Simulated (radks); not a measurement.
# Taking charge from the 3s level of Tl⁺ in fractions

The task here is to estimate one member of a computed series from the others.

Method: scalar-relativistic Kohn-Sham, r2SCAN, spin-unpolarised, spherical densities, finite nucleus. Code: radks (a radial shooting solver on a logarithmic mesh, Libxc functionals) version 1.

### Starting point

- element: thallium (Z = 81)
- charge: +1
- electrons: 80
- configuration: [Hg]
- nuclear rms radius: 5.4759 fm

Outer shells as boxes (Hund's rule):

Tl⁺
```
[Xe] core
4f [↑↓][↑↓][↑↓][↑↓][↑↓][↑↓][↑↓]
5d [↑↓][↑↓][↑↓][↑↓][↑↓]
6s [↑↓]
```

The first run:

Input:

```text
Z 81
configuration [Hg]
relativity scalar-relativistic
functional r2scan,r2scan
spin unpolarised
nucleus finite rms 5.4759 fm
c 137.035999084
```

Steps of the session up to this table: Start: [Hg].

One of the session's tables, all rows but one given; the rest of the session is left out.

It belongs to the step «Start: [Hg]». From the orbitals of this run (lengths in bohr):

| level | <r> | outermost maximum (interpolated) | 90 % within | nodes |
| --- | --- | --- | --- | --- |
| 4s | 0.3916 | 0.369 | 0.561 | 3 |
| 4p | 0.4172 | 0.389 | 0.604 | 2 |
| 4d | 0.4396 | 0.395 | 0.654 | 1 |
| 5s | ? | ? | ? | ? |
| 4f | 0.4677 | 0.359 | 0.745 | 0 |
| 5p | 1.010 | 0.905 | 1.46 | 3 |
| 5d | 1.379 | 1.11 | 2.11 | 2 |
| 6s | 2.372 | 2.05 | 3.47 | 5 |

Estimate the missing values for 5s.

**Answer.** <r>: 0.8804; outermost maximum (interpolated): 0.809; 90 % within: 1.26; nodes: 4. In the column «<r>» it lies between 4f (0.4677) and 5p (1.010).
